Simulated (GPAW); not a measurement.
# RuAu (Pm-3m) in GPAW: settings compared, part 2 of 2

GPAW 26.7.0. Earlier steps stand in the parts before.

## 5. Band structure, revPBE

run.py

```python
from ase.dft.bandgap import bandgap
from ase.io import read, write
from ase.units import GPa
from gpaw import GPAW, PW

atoms = read('POSCAR')

calc = GPAW(mode=PW(600),
            xc='revPBE',
            kpts={'size': (8, 8, 8), 'gamma': True},
            occupations={'name': 'fermi-dirac', 'width': 0.05},
            nbands=26,
            convergence={'density': 1e-05, 'energy': 1e-05},
            maxiter=150,
            txt='gpaw.txt')
atoms.calc = calc
energy = atoms.get_potential_energy()
forces = atoms.get_forces()
stress = atoms.get_stress()
calc.write('gs.gpw')
write('result.traj', atoms)
print(f'Energy: {energy:.6f} eV')
print('Forces (eV/A):')
print(forces.round(4))
print('Stress (GPa):', (stress / GPa).round(3))
print('Fermi level:', round(calc.get_fermi_level(), 4), 'eV')
print(f'Gap: {bandgap(calc)[0]:.4f} eV, direct: {bandgap(calc, direct=True)[0]:.4f} eV')

path = atoms.cell.bandpath('GXMGRX,MR', npoints=80, eps=1e-4)
bs_calc = calc.fixed_density(kpts=path, symmetry='off', nbands=38,
                             convergence={'bands': 'CBM+6.0', 'eigenstates': 1e-6}, txt='bands.txt')
bs = bs_calc.band_structure()
bs.write('bs.json')
print(f'Gap on the path: {bandgap(bs_calc)[0]:.4f} eV')
```

POSCAR

```
RuAu
1.0
    3.1648100000      0.0000000000      0.0000000000
    0.0000000000      3.1648100000      0.0000000000
    0.0000000000      0.0000000000      3.1648100000
Ru Au
1 1
Direct
    0.0000000000      0.0000000000      0.0000000000
    0.5000000000      0.5000000000      0.5000000000
```

Potentials or basis: the program's PAW data sets (release 1.2.1) made for this functional, pw.

On the command line:

```console
$ OMP_NUM_THREADS=1 python run.py
```

gpaw.txt:

```text
__  _  _
 | _ |_)|_||  |
 |__||  | ||/\| - 26.7.0

Input parameters:
  mode=PW(ecut=600.0),
  convergence={'density': 1e-05, 'energy': 1e-05},
  kpts=MonkhorstPack(size=(8, 8, 8), gamma=True),
  maxiter=150,
  nbands=26,
  occupations=Occupations(name='fermi-dirac', width=0.05),
  xc=XC(name='revPBE')

Diagonalizing LCAO Hamiltonian
Converting LCAO to pw mode
   .-------.
  /|       |
 * |       |
 | |  Au   |
 | .-------.
 |/       /
 Ru------*

Atoms  # Å, Bohr magnetons
|   | symbol |        x |        y |        z |    initial magnetic moments |
|---|--------|----------|----------|----------|-----------------------------|
| 0 |     Ru | 0.000000 | 0.000000 | 0.000000 | ( 0.0000,  0.0000,  0.0000) |
| 1 |     Au | 1.582405 | 1.582405 | 1.582405 | ( 0.0000,  0.0000,  0.0000) |

Unit cell  # Å
| periodic |        x |        y |        z |  lengths |    angles |
|----------|----------|----------|----------|----------|-----------|
|      yes | 3.164810 | 0.000000 | 0.000000 | 3.164810 | 90.000000 |
|      yes | 0.000000 | 3.164810 | 0.000000 | 3.164810 | 90.000000 |
|      yes | 0.000000 | 0.000000 | 3.164810 | 3.164810 | 90.000000 |

Number of symmetries: 48
Symmetry operations  # r_c * U_cc + t_c -> r_c
|    | kind |            matrix            |
|----|------|------------------------------|
|  0 |  E   |  1, 0, 0,  0, 1, 0,  0, 0, 1 |
|  1 |  σ   |  1, 0, 0,  0, 1, 0,  0, 0,-1 |
|  2 |  σ   |  1, 0, 0,  0, 0, 1,  0, 1, 0 |
|  3 |  C4  |  1, 0, 0,  0, 0, 1,  0,-1, 0 |
|  4 |  C4  |  1, 0, 0,  0, 0,-1,  0, 1, 0 |
|  5 |  σ   |  1, 0, 0,  0, 0,-1,  0,-1, 0 |
|  6 |  σ   |  1, 0, 0,  0,-1, 0,  0, 0, 1 |
|  7 |  C2  |  1, 0, 0,  0,-1, 0,  0, 0,-1 |
|  8 |  σ   |  0, 1, 0,  1, 0, 0,  0, 0, 1 |
|  9 |  C2  |  0, 1, 0,  1, 0, 0,  0, 0,-1 |
| 10 |  C3  |  0, 1, 0,  0, 0, 1,  1, 0, 0 |
| 11 |  S6  |  0, 1, 0,  0, 0, 1, -1, 0, 0 |
| 12 |  S6  |  0, 1, 0,  0, 0,-1,  1, 0, 0 |
| 13 |  C3  |  0, 1, 0,  0, 0,-1, -1, 0, 0 |
| 14 |  C4  |  0, 1, 0, -1, 0, 0,  0, 0, 1 |
| 15 |  S4  |  0, 1, 0, -1, 0, 0,  0, 0,-1 |
| 16 |  C3  |  0, 0, 1,  1, 0, 0,  0, 1, 0 |
| 17 |  S6  |  0, 0, 1,  1, 0, 0,  0,-1, 0 |
| 18 |  σ   |  0, 0, 1,  0, 1, 0,  1, 0, 0 |
| 19 |  C4  |  0, 0, 1,  0, 1, 0, -1, 0, 0 |
| 20 |  C2  |  0, 0, 1,  0,-1, 0,  1, 0, 0 |
| 21 |  S4  |  0, 0, 1,  0,-1, 0, -1, 0, 0 |
| 22 |  S6  |  0, 0, 1, -1, 0, 0,  0, 1, 0 |
| 23 |  C3  |  0, 0, 1, -1, 0, 0,  0,-1, 0 |
| 24 |  S6  |  0, 0,-1,  1, 0, 0,  0, 1, 0 |
| 25 |  C3  |  0, 0,-1,  1, 0, 0,  0,-1, 0 |
| 26 |  C4  |  0, 0,-1,  0, 1, 0,  1, 0, 0 |
| 27 |  σ   |  0, 0,-1,  0, 1, 0, -1, 0, 0 |
| 28 |  S4  |  0, 0,-1,  0,-1, 0,  1, 0, 0 |
| 29 |  C2  |  0, 0,-1,  0,-1, 0, -1, 0, 0 |
| 30 |  C3  |  0, 0,-1, -1, 0, 0,  0, 1, 0 |
| 31 |  S6  |  0, 0,-1, -1, 0, 0,  0,-1, 0 |
| 32 |  C4  |  0,-1, 0,  1, 0, 0,  0, 0, 1 |
| 33 |  S4  |  0,-1, 0,  1, 0, 0,  0, 0,-1 |
| 34 |  S6  |  0,-1, 0,  0, 0, 1,  1, 0, 0 |
| 35 |  C3  |  0,-1, 0,  0, 0, 1, -1, 0, 0 |
| 36 |  C3  |  0,-1, 0,  0, 0,-1,  1, 0, 0 |
| 37 |  S6  |  0,-1, 0,  0, 0,-1, -1, 0, 0 |
| 38 |  σ   |  0,-1, 0, -1, 0, 0,  0, 0, 1 |
| 39 |  C2  |  0,-1, 0, -1, 0, 0,  0, 0,-1 |
| 40 |  σ   | -1, 0, 0,  0, 1, 0,  0, 0, 1 |
| 41 |  C2  | -1, 0, 0,  0, 1, 0,  0, 0,-1 |
| 42 |  C2  | -1, 0, 0,  0, 0, 1,  0, 1, 0 |
| 43 |  S4  | -1, 0, 0,  0, 0, 1,  0,-1, 0 |
| 44 |  S4  | -1, 0, 0,  0, 0,-1,  0, 1, 0 |
| 45 |  C2  | -1, 0, 0,  0, 0,-1,  0,-1, 0 |
| 46 |  C2  | -1, 0, 0,  0,-1, 0,  0, 0, 1 |
| 47 |  i   | -1, 0, 0,  0,-1, 0,  0, 0,-1 |

BZ-sampling:
  Number of BZ points: 512
  Number of IBZ points: 35

  Monkhorst-Pack size: [8, 8, 8]
  Monkhorst-Pack shift: [0.0625, 0.0625, 0.0625]

K-points  # in reciprocal-cell coordinates
|     |                                coordinates |     weight |
|-----|--------------------------------------------|------------|
|   0 | (  0.00000000,   0.00000000,   0.00000000) | 0.00195312 |
|   1 | (  0.12500000,   0.00000000,   0.00000000) | 0.01171875 |
|   2 | (  0.12500000,   0.12500000,   0.00000000) | 0.02343750 |
|   3 | (  0.12500000,   0.12500000,   0.12500000) | 0.01562500 |
|   4 | (  0.25000000,   0.00000000,   0.00000000) | 0.01171875 |
|   5 | (  0.25000000,   0.12500000,   0.00000000) | 0.04687500 |
|   6 | (  0.25000000,   0.12500000,   0.12500000) | 0.04687500 |
|   7 | (  0.25000000,   0.25000000,   0.00000000) | 0.02343750 |
|   8 | (  0.25000000,   0.25000000,   0.12500000) | 0.04687500 |
|   9 | (  0.25000000,   0.25000000,   0.25000000) | 0.01562500 |
| ... |                                            |            |
|  34 | (  0.50000000,   0.50000000,   0.50000000) | 0.00195312 |

Plane wave coefficients: 1074
Cutoff: 600.0 eV

Spin-components: 1 (collinear spins)
Bands:           26
Projectors:      12
Spin-degeneracy: 2
Datatype:        complex128

Parallelization:
  kpt:    1
  domain: 1
  band:   1

Density:
  Valence electrons: 27.0
  Components: 1
  Grid points: [18 18 18]
  Charge: 0.0  # |e|

Potential:
  Grid points: [18 18 18]

species:
  Ru:
    name:    Ruthenium
    Z:       44.0
    valence: 16
    core:    28
    charge:  0.0  # [|e|]
    compensation charges:
      type: gauss
      rc: 0.39  # [Å]
      lmax: 2
    cutoffs:
      filter: 2.16  # [Å]
      core: 1.30  # [Å]
    projectors
    | kind |    occ | energy [eV] | rcut [Å] |
    |------|--------|-------------|----------|
    |   4s |  2.000 |     -76.253 |    1.281 |
    |   5s |  1.000 |      -4.137 |    1.281 |
    |   4p |  6.000 |     -46.367 |    1.286 |
    |   5p |  0.000 |      -0.879 |    1.286 |
    |   4d |  7.000 |      -5.145 |    1.254 |
    |    d |        |      22.067 |    1.254 |

    Using partial waves for Ru as LCAO basis

  Au:
    name:    Gold
    Z:       79.0
    valence: 11
    core:    68
    charge:  0.0  # [|e|]
    compensation charges:
      type: gauss
      rc: 0.42  # [Å]
      lmax: 2
    cutoffs:
      filter: 2.33  # [Å]
      core: 2.81  # [Å]
    projectors
    | kind |    occ | energy [eV] | rcut [Å] |
    |------|--------|-------------|----------|
    |   6s |  1.000 |      -5.619 |    1.323 |
    |   6p |  0.000 |      -0.750 |    1.323 |
    |   5d | 10.000 |      -6.822 |    1.323 |
    |    s |        |      21.593 |    1.323 |
    |    p |        |      26.461 |    1.323 |
    |    d |        |      20.390 |    1.323 |

    Using partial waves for Au as LCAO basis

Reference energy: -639859.610242  # eV

eigensolver:
  PPCG
  Converge bands: occupied
  niter=2

density mixing:
  MSR1-Mixer
  Pratt-step length: 0.05
  Maximum mixing coefficient: 0.75
  Old densities: 10
  SVD Regularization: 0.005
  Good broyden scale: 1.0
  Trust region scale: 1.0
  Backstep threshold: 4.0
  History deletion threshold: 6.0
  Fourier metric: weight=20.0, sigma=0.015

occupation numbers:
  Fermi-Dirac:
    width: 0.0500  # eV

poisson solver:
  ecut: 4800.0  # eV

xc functional:
  name: revPBE with 2 nearest neighbor stencil

convergence criteria:
- Maximum integral of absolute [dens]ity change: 1e-05 electrons / valence electron
- Maximum [total energy] change in last 3 cyles: 1e-05 eV / valence electron
- Maximum integral of absolute [eigenst]ate change: 4e-08 eV^2 / valence electron
maximum number of iterations: 150

SCF iterations
|iter     | |      energy | eigst |  dens |
|---------|-|-------------|-------|-------|
|iter:   1| |  -11.526014 | -0.01 |       |
|iter:   2| |  -11.265583 | -2.62 | -1.07 |
|iter:   3| |  -10.544714 | -1.78 | -1.12 |
|iter:   4| |  -10.420201 | -2.49 | -1.58 |
|iter:   5| |  -10.379539 | -3.44 | -1.83 |
|iter:   6| |  -10.377435 | -4.12 | -2.40 |
|iter:   7| |  -10.376930 | -4.32 | -2.64 |
|iter:   8| |  -10.376929 | -6.82 | -3.88 |
|iter:   9| |  -10.376929c| -7.09 | -4.21 |
|iter:  10| |  -10.376929c| -8.74c| -5.23c|

Converged in 10 steps
Energy contributions relative to reference atoms: (reference = -639859.610242)

Energy contributions:
  Kinetic:         -15.010062
  Coulomb:           9.852915
  Zero:             -0.033113
  External:          0.000000
  Xc:               -5.173629
  Entropy:          -0.026080
  Spinorbit:         0.000000
  ----------------------------
  Free energy:     -10.389969
  Extrapolated:    -10.376929

dipole moment: (-10.953619, -10.953619, -10.953619)  # |e|*Ang

Fermi level: 10.978
Eigenvalues  # (at kpt = [0.000, 0.000, 0.000])
| band index |      eig [eV] | occ [0-2] |
|------------|---------------|-----------|
|          0 |       -61.524 |     2.000 |
|        ... |               |           |
|          4 |         2.098 |     2.000 |
|          5 |         4.422 |     2.000 |
|          6 |         4.422 |     2.000 |
|          7 |         6.665 |     2.000 |
|          8 |         6.665 |     2.000 |
|          9 |         6.665 |     2.000 |
[... 8 lines left out ...]
|         18 |        25.360 |     0.000 |
|         19 |        28.456 |     0.000 |
|        ... |               |           |
|         25 |        37.159 |     0.000 |

No gap
No difference between direct/indirect transitions

Forces  # eV/Ang
|       x |        y |        z |
|---------|----------|----------|
| 0.00000 | -0.00000 |  0.00000 |  # Ru   0
| 0.00000 |  0.00000 | -0.00000 |  # Au   1

Stress tensor  # eV/Ang^3
|         x |         y |         z |
|-----------|-----------|-----------|
| -0.030290 |  0.000000 |  0.000000 |
|  0.000000 | -0.030290 |  0.000000 |
|  0.000000 |  0.000000 | -0.030290 |

# Writing to gs.gpw (mode='')
```

It took 24 s on 1 thread of Intel Xeon 6975P-C (Granite Rapids), shared host; peak memory 0.24 GiB.

What came out:

* Free energy: -10.3900 eV
* Pressure: 4.9 GPa
* Band gap along the path: none (metal or under the smearing width)

Levels at the corners of the path, in eV from the Fermi level:
| point | band 11 | band 12 | band 13 | band 14 | band 15 | band 16 |
| --- | --- | --- | --- | --- | --- | --- |
| Γ | -1.16 | -1.16 | 0.53 | 0.53 | 0.53 | 7.75 |
| X | -2.81 | -1.75 | -1.65 | -1.65 | -0.46 | 1.41 |
| M | -0.79 | 0.24 | 0.24 | 0.44 | 0.78 | 0.78 |
| Γ | -1.16 | -1.16 | 0.53 | 0.53 | 0.53 | 7.75 |
| R | -2.78 | -2.78 | 0.51 | 0.51 | 3.50 | 8.87 |
| X | -2.81 | -1.75 | -1.65 | -1.65 | -0.46 | 1.41 |
| M | -0.79 | 0.24 | 0.24 | 0.44 | 0.78 | 0.78 |
| R | -2.78 | -2.78 | 0.51 | 0.51 | 3.50 | 8.87 |

Caveat: with this Au data set, volumes or pressures lay over 1.5 % or 2 GPa off other programs in two to four cells of ten; spin-orbit coupling is left out, which moves the levels of the heavy elements.

## 6. The runs side by side

```csv
level,potentials or basis,pressure (GPa)
LDA,"the program's PAW data sets (release 1.2.1) made for this functional, pw",-11.7
PBE,"GPAW PAW data sets (gpaw-data 1.2.1), pw",2.0
AM05,"PAW data sets generated in the run's folder for this functional, pw",-8.2
revPBE,"the program's PAW data sets (release 1.2.1) made for this functional, pw",4.9
```

Alike in all rows: task band structure; no spin polarisation; cell as given; k mesh 8 × 8 × 8; cutoff (eV) 600; smearing fermi-dirac 0.05 eV.

Caveats: with this Au data set, volumes or pressures lay over 1.5 % or 2 GPa off other programs in two to four cells of ten; spin-orbit coupling is left out, which moves the levels of the heavy elements.

Absolute energies hang on the potentials; compare differences alone.
